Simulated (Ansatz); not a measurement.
# triplet C4H11As: levels of theory compared

We compute a comparison of 6 runs (UHF/STO-3G, UHF/6-31G*, UCAM-B3LYP/6-31G*, USVWN5/6-31G*, UCCSD/6-31G*, UCCSD(T)/6-31G*) of triplet C4H11As. 

The results are computed with Ansatz 0.2.0.

46 further runs of the same task are left out: 46 set aside as unsound or not needed.

## Step 1: The molecule

C4H11As: 16 atoms, total charge 0, spin state triplet. SMILES of the parent species: `CC(C)(C)[AsH2]`. The shape is that of a PBE0-D4/def2-TZVP optimisation. This is one conformer, not always the lowest. That shape belongs to the parent species and isn't relaxed for this state.

Bond lengths: C1–C2 1.520 Å, C2–C3 1.523 Å, C2–C4 1.523 Å, C2–As5 2.001 Å, C1–H6 1.092 Å, C1–H7 1.097 Å, C1–H8 1.092 Å, C3–H9 1.093 Å, C3–H10 1.093 Å, C3–H11 1.096 Å, C4–H12 1.093 Å, C4–H13 1.093 Å, C4–H14 1.096 Å, As5–H15 1.525 Å, As5–H16 1.525 Å. Some angles: C1–C2–C3 110.3°, C1–C2–C4 110.3°, C1–C2–As5 112.0°, C3–C2–C4 110.1°, C3–C2–As5 107.0°, C4–C2–As5 107.0°, C2–C1–H6 111.6°, C2–C1–H7 110.0°, C2–C1–H8 111.6°, C2–C3–H9 111.8°.

## Step 2: The energy at UHF/STO-3G (run 1)

Contents of molecule.yaml:

```yaml
crystal:
  periodic: [false, false, false]
  atoms:
    - {symbol: C, position_ang: [-0.717890, 0.539940, -1.081360]}
    - {symbol: C, position_ang: [0.054860, -0.041520, 0.091200]}
    - {symbol: C, position_ang: [1.484990, 0.483340, 0.094820]}
    - {symbol: C, position_ang: [0.055130, -1.563360, 0.022190]}
    - {symbol: As, position_ang: [-0.758180, 0.464170, 1.848200]}
    - {symbol: H, position_ang: [-0.738750, 1.631540, -1.046800]}
    - {symbol: H, position_ang: [-0.245750, 0.243470, -2.026510]}
    - {symbol: H, position_ang: [-1.750400, 0.183790, -1.098030]}
    - {symbol: H, position_ang: [2.061280, 0.083870, 0.933440]}
    - {symbol: H, position_ang: [1.513620, 1.574770, 0.153010]}
    - {symbol: H, position_ang: [1.993890, 0.187820, -0.829660]}
    - {symbol: H, position_ang: [-0.960890, -1.967220, 0.027040]}
    - {symbol: H, position_ang: [0.600330, -2.007020, 0.859390]}
    - {symbol: H, position_ang: [0.538760, -1.895410, -0.903450]}
    - {symbol: H, position_ang: [-0.937310, 1.940600, 1.510000]}
    - {symbol: H, position_ang: [-2.193680, 0.141230, 1.446500]}
basis:
  gaussian:
    orbitals: STO-3G
magnetization:
  spin_polarized: true
  initial_magnetization: 2
hamiltonian:
  xc: hf
accuracy: high
output: {orbitals: {seedname: orbitals}}
```

Command:

```
$ ansatz run molecule.yaml --threads 1 --pin off --max-ram 3480MiB --events-out events.jsonl --progress --plain --runs-dir runs
```

The program printed:

```text
Warning: RAYON_NUM_THREADS=1 ignored (pool sized by the plan → 1); use --threads N
Functional definition: HF
  name "HF"
  exchange = exact_x
  correlation = 0
998 factors; integrals over basis functions are off by at most 3.3e-9 eV
mean field evaluation 1: about -64354.2455 eV, gradient 1.1e1 eV
mean field evaluation 2: about -64354.6205 eV, gradient 1.1e1 eV
mean field evaluation 4: about -64356.1115 eV, gradient 1.4e0 eV
mean field evaluation 8: about -64356.1720 eV, gradient 7.8e-3 eV
mean field evaluation 16: about -64349.1571 eV, gradient 1.7e1 eV
mean field evaluation 32: about -64355.7577 eV, gradient 1.4e0 eV
mean field -64356.17049790 eV, -2365.0456436188 hartree, gradient 2.3e-8 eV, S^2 2.022245; 1 other end points of the search recorded, 0 dependent functions left out
reference -64356.17049790 eV, -2365.0456436188 hartree; 35, 33 occupied and 14, 16 virtual orbitals, 998 factors
Total energy: -64356.17049790 eV, -2365.0456436188 hartree
```

Run time: 2.8 s. Hardware: 1 thread of Intel Xeon Platinum 8488C (Sapphire Rapids), shared host; peak memory 0.18 GiB.

## Step 3: A single-point energy at UHF/6-31G(d) (spherical functions) (run 2)

Contents of molecule.yaml:

```yaml
crystal:
  periodic: [false, false, false]
  atoms:
    - symbol: C
      position_ang: [-0.717890, 0.539940, -1.081360]
    - symbol: C
      position_ang: [0.054860, -0.041520, 0.091200]
    - symbol: C
      position_ang: [1.484990, 0.483340, 0.094820]
    - symbol: C
      position_ang: [0.055130, -1.563360, 0.022190]
    - symbol: As
      position_ang: [-0.758180, 0.464170, 1.848200]
    - symbol: H
      position_ang: [-0.738750, 1.631540, -1.046800]
    - symbol: H
      position_ang: [-0.245750, 0.243470, -2.026510]
    - symbol: H
      position_ang: [-1.750400, 0.183790, -1.098030]
    - symbol: H
      position_ang: [2.061280, 0.083870, 0.933440]
    - symbol: H
      position_ang: [1.513620, 1.574770, 0.153010]
    - symbol: H
      position_ang: [1.993890, 0.187820, -0.829660]
    - symbol: H
      position_ang: [-0.960890, -1.967220, 0.027040]
    - symbol: H
      position_ang: [0.600330, -2.007020, 0.859390]
    - symbol: H
      position_ang: [0.538760, -1.895410, -0.903450]
    - symbol: H
      position_ang: [-0.937310, 1.940600, 1.510000]
    - symbol: H
      position_ang: [-2.193680, 0.141230, 1.446500]
basis:
  gaussian:
    orbitals: 6-31G_st_-spherical.json
magnetization:
  spin_polarized: true
  initial_magnetization: 2
hamiltonian:
  xc: hf
accuracy: high
output: {orbitals: {seedname: orbitals}}
```

The basis set 6-31G* is read from a file made from the Basis Set Exchange's data (not shown).

Command:

```
$ ansatz run molecule.yaml --threads 1 --pin off --max-ram 3480MiB --events-out events.jsonl --progress --plain --runs-dir runs
```

The program printed:

```text
Warning: RAYON_NUM_THREADS=1 ignored (pool sized by the plan → 1); use --threads N
Functional definition: HF
  name "HF"
  exchange = exact_x
  correlation = 0
2727 factors; integrals over basis functions are off by at most 4.7e-9 eV
mean field evaluation 1: about -65074.0853 eV, gradient 2.2e1 eV
mean field evaluation 2: about -65074.2058 eV, gradient 2.2e1 eV
mean field evaluation 4: about -65077.8361 eV, gradient 3.6e0 eV
mean field evaluation 8: about -65077.9980 eV, gradient 2.3e-1 eV
mean field evaluation 16: about -65077.9997 eV, gradient 1.4e-6 eV
mean field evaluation 32: about -65077.9934 eV, gradient 3.3e-1 eV
mean field evaluation 64: about -65077.2583 eV, gradient 4.1e0 eV
mean field evaluation 96: about -65077.9991 eV, gradient 1.3e-1 eV
mean field -65077.99971986 eV, -2391.5723782524 hartree, gradient 5.9e-8 eV, S^2 2.023993; 2 other end points of the search recorded, 0 dependent functions left out
reference -65077.99971986 eV, -2391.5723782524 hartree; 35, 33 occupied and 75, 77 virtual orbitals, 2727 factors
Total energy: -65077.99971986 eV, -2391.5723782524 hartree
```

Run time: 23 s. Hardware: 1 thread of Intel Xeon Platinum 8488C (Sapphire Rapids), shared host; peak memory 0.59 GiB.

Runs 3 to 5 aren't shown in full; the table further down has their settings and results.

## Step 4: A single-point energy at UCCSD(T)/6-31G(d) (spherical functions) (run 6)

molecule.yaml: that of step 3 with these lines changed.

```diff
@@ -41,5 +41,7 @@
   initial_magnetization: 2
-hamiltonian:
-  xc: hf
+correlation:
+  method: ccsd_t
+  frozen_orbitals: {As: 9, C: 1, H: 0}
 accuracy: high
-output: {orbitals: {seedname: orbitals}}
+scf:
+  omitted_lower_state_checks: [cluster_reference, increment]
```

The basis set 6-31G* is read from a file made from the Basis Set Exchange's data (not shown).

Command:

```
$ ansatz run molecule.yaml --threads 1 --pin off --max-ram 3480MiB --events-out events.jsonl --progress --plain --runs-dir runs
```

The program printed (excerpt; [...] marks lines left out):

```text
Warning: RAYON_NUM_THREADS=1 ignored (pool sized by the plan → 1); use --threads N
Functional definition: HF
  name "HF"
[...]
2727 factors; integrals over basis functions are off by at most 4.7e-9 eV
[...]
mean field -65077.99971986 eV, -2391.5723782524 hartree, gradient 5.9e-8 eV, S^2 2.023993; 4 other end points of the search recorded, 0 dependent functions left out
13 core orbitals not correlated: weight in the atoms' cores, before any rotation towards them, 1.000 or more for the frozen orbitals, at most 0.000 for the correlated occupied ones
reference -65077.99971986 eV, -2391.5723782524 hartree; 22, 20 occupied and 75, 77 virtual orbitals, 2727 factors
second order -20.95082957 eV of doubles, -0.00000000 eV of singles
cycle   1  -21.68217257 eV  change   -7.3e-1 eV  update   1.1e-1
[...]
cycle  29  -22.49577393 eV  change   4.1e-10 eV  update   5.2e-9
perturbative correction -0.62866907 eV, -0.0231031623 hartree
Total energy: -65101.12416287 eV, -2392.4221858585 hartree
Checks for a lower state left out: cluster_reference, increment
```

It took 4.7 min on 1 thread of Intel Xeon Platinum 8488C (Sapphire Rapids), shared host; peak memory 2.4 GiB.

## Step 5: All runs side by side

```tsv
run	level	frozen core orbitals	energy (Eh)	HOMO energy (eV)	⟨S²⟩	wall time
1	UHF/STO-3G	–	-2365.045644	-0.02	2.022	2.8 s
2	UHF/6-31G* (spherical functions)	–	-2391.572378	-3.95	2.024	23 s
3	UCAM-B3LYP/6-31G* (spherical functions)	–	-2394.435988	-2.79	2.006	38 s
4	USVWN5/6-31G* (spherical functions)	–	-2389.614861	-0.94	2.002	14 s
5	UCCSD/6-31G* (spherical functions)	13	-2392.399083	–	2.024	3 min
6	UCCSD(T)/6-31G* (spherical functions)	13	-2392.422186	–	2.024	4.7 min
```

## Step 6: What came out

```
                                           quantity           value
                                run 6: total energy  -2392.42219 Eh
run 6: correlation energy (13 core orbitals frozen)      -849.8 mEh
                              run 6: (T) correction      -23.10 mEh
           run 6: ⟨S²⟩ of the reference determinant           2.024
                               run 6: T1 diagnostic           0.012
```

What this shows: Below the UHF energy at the same shape and in the same basis (6-31G*): UCCSD -826.7 mEh; UCCSD(T) -849.8 mEh. Totals of different functionals can't be ranked against each other. In run 1 the basis is minimal, so the values are rough. All runs together took 9 min, the longest 4.7 min.
